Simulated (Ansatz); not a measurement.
# C₂H₅F₂InN radical: a ladder of functionals and wavefunction methods

An exercise on one series of results from a longer session: the logs are not shown, and one member is left open.

Method: functionals in def2-TZVPP, the program's frozen cores in correlated methods; program: Ansatz 0.2.0, Gaussian basis.

Levels to be run: LDA (SPW92), PBE-D4, revPBE-D4, BLYP-D4, r2SCAN-D4, B97M-V, PBE0-D4, B3LYP-D4, r2SCANh-D4, r2SCAN0-D4, HSE06-D4, BHLYP-D4, CAM-B3LYP-D4, LC-ωPBE, ωB97X-V, ωB97M-V, B2PLYP, PBE-QIDH; CCSD(T)/def2-SVP; CCSD(T)/def2-TZVPP; MP2/def2-QZVPP; extrapolation to the limit; RPA on PBE.

## The geometry

All runs share one geometry, relaxed beforehand with PBE0-D4 in a triple-zeta def2 set. In takes the def2 core potential; no spin-orbit term is included.

SMILES `[CH2][N](C)[In]([F])[F]`, 11 atoms, charge 0, spin multiplicity 2.

Atoms are counted from 1 here; the program's logs count them from 0.

Bond lengths: C1–N2 1.261 Å, C1–H7 1.093 Å, C1–H8 1.088 Å, N2–C3 1.444 Å, N2–In4 2.327 Å, C3–H9 1.092 Å, C3–H10 1.092 Å, C3–H11 1.094 Å, In4–F5 1.985 Å, In4–F6 1.992 Å. Angles: N2–C1–H7 121.4°, N2–C1–H8 118.6°, H7–C1–H8 120.0°, C1–N2–C3 121.3°, C1–N2–In4 118.3°, C3–N2–In4 119.5°, N2–C3–H9 109.2°, N2–C3–H10 108.0°, N2–C3–H11 112.0°, H9–C3–H10 107.6°, H9–C3–H11 109.5°, H10–C3–H11 110.3°, N2–In4–F5 88.6°, N2–In4–F6 88.2°, F5–In4–F6 115.1°.

Set-up of the first run:

in.yaml reads:

```yaml
crystal:
  periodic: [false, false, false]
  atoms:
    - {symbol: C, position_ang: [-0.927959, -0.939610, 0.468551]}
    - {symbol: N, position_ang: [-0.015780, -0.086739, 0.291849]}
    - {symbol: C, position_ang: [1.347353, -0.487674, 0.034949]}
    - {symbol: In, position_ang: [-0.627867, 2.141015, 0.012748]}
    - {symbol: F, position_ang: [0.308494, 2.129231, -1.737435]}
    - {symbol: F, position_ang: [-2.528283, 1.546839, -0.041930]}
    - {symbol: H, position_ang: [-0.714663, -2.011655, 0.459776]}
    - {symbol: H, position_ang: [-1.947850, -0.588865, 0.611597]}
    - {symbol: H, position_ang: [1.996766, -0.069145, 0.807213]}
    - {symbol: H, position_ang: [1.651450, -0.057757, -0.921875]}
    - {symbol: H, position_ang: [1.458338, -1.575651, 0.014549]}
basis:
  gaussian: {orbitals: def2-TZVPP}
magnetization: {spin_polarized: true, initial_magnetization: 1}
hamiltonian: {xc: lda}
output: {orbitals: {seedname: orbitals}}
```

Among the steps run: LDA; PBE-D4 (GGA); revPBE-D4 (GGA); BLYP-D4 (GGA); r2SCAN-D4 (meta-GGA); B97M-V (meta-GGA); PBE0-D4 (hybrid); B3LYP-D4 (hybrid); r2SCANh-D4 (hybrid); r2SCAN0-D4 (hybrid); HSE06-D4 (hybrid); BHLYP-D4 (hybrid); CAM-B3LYP-D4 (range-separated); LC-ωPBE (range-separated); ωB97X-V (range-separated); ωB97M-V (range-separated); B2PLYP (double hybrid); PBE-QIDH (double hybrid).

One table of the session follows, with a row left open; its other results are not shown here.

It belongs to the step «Frontier levels by functional». 

| functional | HOMO (eV) | LUMO (eV) | gap (eV) |
| --- | --- | --- | --- |
| LDA (SPW92) | -5.29 | -4.55 | 0.75 |
| PBE-D4 | -5.11 | -4.15 | 0.96 |
| revPBE-D4 | -5.05 | -3.99 | 1.06 |
| BLYP-D4 | -4.98 | -4.22 | 0.76 |
| r2SCAN-D4 | -5.51 | -3.82 | 1.69 |
| B97M-V | -5.15 | -4.34 | 0.81 |
| PBE0-D4 | -6.23 | -3.23 | 2.99 |
| B3LYP-D4 | -6.03 | -3.70 | 2.33 |
| r2SCANh-D4 | -5.92 | -3.51 | 2.42 |
| r2SCAN0-D4 | ? | ? | ? |
| HSE06-D4 | -5.83 | -3.61 | 2.23 |
| BHLYP-D4 | -7.19 | -2.52 | 4.67 |
| CAM-B3LYP-D4 | -7.48 | -2.43 | 5.05 |
| LC-ωPBE | -8.71 | -0.86 | 7.85 |
| ωB97X-V | -8.29 | -1.26 | 7.03 |
| ωB97M-V | -8.33 | -1.52 | 6.81 |

Q: Estimate the row for r2SCAN0-D4 from the others.

Worked estimate for «HOMO (eV)». Against the share of exact exchange, r2SCAN-D4 (0, -5.51), r2SCANh-D4 (0.1, -5.92) give a slope of -4.10 per unit share; at 0.25 the line stands at -6.53.

The run gave: HOMO (eV): -6.54; LUMO (eV): -3.04; gap (eV): 3.50. In «HOMO (eV)» the line misses by +0.01.
